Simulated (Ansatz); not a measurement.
# C3H8Si2: the cost of one run

Method: RHF/STO-3G, in Ansatz 0.2.0.

### 1 The starting structure

Bond lengths: C1–C2 1.304 Å, C2–C3 1.425 Å, C2–Si4 1.757 Å, Si4–Si5 2.295 Å, C1–H6 1.094 Å, C1–H7 1.108 Å, C3–H8 1.040 Å, C3–H9 1.103 Å, Si4–H10 1.486 Å, Si5–H11 1.488 Å, Si5–H12 1.480 Å, Si5–H13 1.478 Å. Angles (14 of 18 angles, heavy atoms first): C1–C2–C3 130.1°, C1–C2–Si4 132.1°, C3–C2–Si4 97.8°, C2–Si4–Si5 116.1°, C2–C1–H6 126.1°, C2–C1–H7 120.4°, C2–C3–H8 116.4°, C2–C3–H9 114.3°, C2–Si4–H10 113.1°, Si5–Si4–H10 113.4°, Si4–Si5–H11 112.5°, Si4–Si5–H12 109.1°, Si4–Si5–H13 107.9°, H6–C1–H7 112.8°.

Coordinates:

```xyz
13

C    -0.6231    2.0111    1.0056
C    -0.6492    0.9649    0.2281
C    -1.6312   -0.0606    0.1016
Si    0.5154    0.3219   -0.9192
Si    1.6341   -1.5732   -0.2678
H     0.1270    2.8072    0.9907
H    -1.4876    2.2474    1.6575
H    -2.1582   -0.0875   -0.7946
H    -1.3746   -1.0007    0.6180
H    -0.0107    0.2497   -2.3069
H     0.7694   -2.7836   -0.2991
H     2.8267   -1.7516   -1.1257
H     2.0824   -1.3800    1.1268
```

### 2 Relaxing the start

input.yaml

```yaml
crystal:
  periodic: [false, false, false]
  atoms:
    - { symbol: C, position_ang: [-0.6231, 2.0111, 1.0056] }
    - { symbol: C, position_ang: [-0.6492, 0.9649, 0.2281] }
    - { symbol: C, position_ang: [-1.6312, -0.0606, 0.1016] }
    - { symbol: Si, position_ang: [0.5154, 0.3219, -0.9192] }
    - { symbol: Si, position_ang: [1.6341, -1.5732, -0.2678] }
    - { symbol: H, position_ang: [0.127, 2.8072, 0.9907] }
    - { symbol: H, position_ang: [-1.4876, 2.2474, 1.6575] }
    - { symbol: H, position_ang: [-2.1582, -0.0875, -0.7946] }
    - { symbol: H, position_ang: [-1.3746, -1.0007, 0.618] }
    - { symbol: H, position_ang: [-0.0107, 0.2497, -2.3069] }
    - { symbol: H, position_ang: [0.7694, -2.7836, -0.2991] }
    - { symbol: H, position_ang: [2.8267, -1.7516, -1.1257] }
    - { symbol: H, position_ang: [2.0824, -1.38, 1.1268] }
basis:
  gaussian: { orbitals: STO-3G }
hamiltonian:
  xc: hf
relax:
  f_tol: 0.02
  max_steps: 40
scf:
  lower_state_search: "off"
```

Launch:

```bash
ansatz run input.yaml --threads 1 --pin off --max-ram 2048MiB --backend cpu --events-out ev --progress --plain --runs-dir out
```

Q: Estimate wall time and peak memory on 1 thread of Arm Neoverse V2, shared host.

About 22 s, with a peak of 0.09 GiB.
